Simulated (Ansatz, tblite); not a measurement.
**In(PF3)Br3 (Br3F3InP): one state, many levels**

How do method and basis change the picture of In(PF3)Br3 (Br3F3InP) (singlet)?

Method: as each input shows; program: Ansatz 0.2.0, Gaussian basis.

Levels to be run: GFN1-xTB, GFN2-xTB, PBE-D4/def2-TZVP, r2SCAN-D4/def2-TZVP, r2SCANh-D4/def2-TZVP, CAM-B3LYP-D4/def2-TZVP, LC-ωPBE/def2-TZVP, PBE-D4/def2-SVP, PBE0-D4/def2-SVP, PBE0-D4/def2-TZVPD, PBE-D4/def2-TZVPD, r2SCANh-D4/def2-TZVPD, MP2/def2-TZVP, RPA/def2-TZVP.

6 further runs of the same task are left out: 3 that didn't finish, 3 set aside as unsound or not needed.

**1. The geometry**

The singlet was relaxed beforehand with B3LYP-D4/def2-SVP.

8 atoms, charge 0, spin multiplicity 1.

Bond lengths: In1–P2 2.912 Å, In1–Br6 2.493 Å, In1–Br7 2.493 Å, In1–Br8 2.493 Å, P2–F3 1.585 Å, P2–F4 1.585 Å, P2–F5 1.585 Å. Angles: P2–In1–Br6 92.8°, P2–In1–Br7 93.5°, P2–In1–Br8 93.0°, Br6–In1–Br7 119.5°, Br6–In1–Br8 119.7°, Br7–In1–Br8 119.9°, In1–P2–F3 118.2°, In1–P2–F4 118.2°, In1–P2–F5 117.8°, F3–P2–F4 99.6°, F3–P2–F5 99.7°, F4–P2–F5 99.7°.

In takes a core potential in the def2 sets. No spin-orbit coupling is included.

PBE0-D4/def2-TZVP was run before; its log isn't repeated, and its numbers join the tables.

**2. GFN1-xTB**

Tight binding, by tblite at 300 K electronic temperature and without a spin-polarisation term:

```python
tblite.interface.Calculator('GFN1-xTB', numbers, positions, charge=0, uhf=0).singlepoint()
```

Energy -858.1107 eV, HOMO -11.81 eV, LUMO -8.33 eV; 0.039 s.

**3. GFN2-xTB**

Tight binding, by tblite at 300 K electronic temperature and without a spin-polarisation term:

```python
tblite.interface.Calculator('GFN2-xTB', numbers, positions, charge=0, uhf=0).singlepoint()
```

Energy -829.9518 eV, HOMO -12.16 eV, LUMO -9.10 eV; 0.036 s.

**4. PBE-D4/def2-TZVP**

start.molden holds the orbitals of an earlier run on this state, given as this run's starting guess.

in.yaml

```yaml
crystal:
  periodic: [false, false, false]
  atoms:
    - {symbol: In, position_ang: [0.059218, -0.040941, -1.683307]}
    - {symbol: P, position_ang: [-0.045905, 0.030859, 1.225589]}
    - {symbol: F, position_ang: [-1.468918, 0.046844, 1.922587]}
    - {symbol: F, position_ang: [0.627999, 1.256897, 1.969589]}
    - {symbol: F, position_ang: [0.626073, -1.164475, 2.020005]}
    - {symbol: Br, position_ang: [2.552009, -0.026881, -1.716640]}
    - {symbol: Br, position_ang: [-1.183288, 2.105592, -1.931727]}
    - {symbol: Br, position_ang: [-1.167199, -2.207906, -1.806104]}
basis:
  gaussian: {orbitals: def2-TZVP, initial_orbitals: start.molden}
hamiltonian: {xc: pbe, dispersion: d4}
scf: {omitted_lower_state_checks: [starts]}
output: {forces: true, orbitals: {seedname: orbitals}}
```

On the command line:

```bash
$ ansatz run in.yaml --threads 4 --pin off --events-out ev --progress --plain --max-ram 4787MiB
```

Further steps of the session: r2SCAN-D4/def2-TZVP; r2SCANh-D4/def2-TZVP; CAM-B3LYP-D4/def2-TZVP; LC-ωPBE/def2-TZVP; PBE-D4/def2-SVP; PBE0-D4/def2-SVP; PBE0-D4/def2-TZVPD; PBE-D4/def2-TZVPD; r2SCANh-D4/def2-TZVPD; MP2/def2-TZVP; RPA/def2-TZVP.

**Question.** What will the summary of the whole plan be? Wanted: gap in def2-TZVP, named functionals, smallest and largest; correlation energy, MP2/def2-TZVP; binding an atom, functionals in def2-TZVP; PBE0 total energy, smallest basis above largest.

**Answer**, as computed:

```
                                                 quantity                                 value
gap in def2-TZVP, named functionals, smallest and largest  3.53 eV (PBE-D4), 10.47 eV (LC-ωPBE)
                        correlation energy, MP2/def2-TZVP                             -53.92 eV
                binding an atom, functionals in def2-TZVP    3.09 (LC-ωPBE) to 3.24 eV (PBE-D4)
          PBE0 total energy, smallest basis above largest       39.91 eV (def2-SVP, def2-TZVPD)
```

**Reading.** Orbital gaps of the named functionals in def2-TZVP span 3.53 eV (PBE-D4) to 10.47 eV (LC-ωPBE); exact exchange widens it.
